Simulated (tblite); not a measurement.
# Ge2H5O5P: the cost of one run

Computed with tblite 0.8.0 and PySCF 2.14.0; each step states its level. No surroundings beyond the atoms listed, unless a continuum is named. Atoms count from 0, parts from 1.

## 1. The system as given

13 atoms, charge 0, multiplicity 1; geometry: distance geometry start.

## 2. Geometry optimisation with GFN2-xTB

Job settings and geometry (Å):

```
{"job": {"kind": "relax", "xc": "GFN2-xTB", "basis": "xTB"}, "charge": 0, "multiplicity": 1}
Ge     0.406399    -0.401318     0.511620
O      1.792708    -0.523632    -0.667786
Ge     3.221066    -0.003104     0.264790
O     -0.788339     0.820025    -0.077761
P     -2.235678    -0.054191    -0.279649
O     -1.834866    -1.493404    -0.475840
O     -3.161125     0.181945     1.100264
O     -3.100499     0.460400    -1.634347
H      3.057330    -0.607741     1.678925
H      3.199307     1.576126     0.458678
H      4.508989    -0.462435    -0.381122
H     -2.568921     0.072214     1.901651
H     -2.532763     0.383605    -2.453272
```

Method: GFN2-xTB geometry optimisation, gas phase.

Command:

```
$ OMP_NUM_THREADS=1 python cluster_run.py task.json out
```

This one command runs all jobs of the session in turn.

Q: Estimate the wall time of this first job on 1 thread of Arm Neoverse V1, shared host.

About 6.8 s.
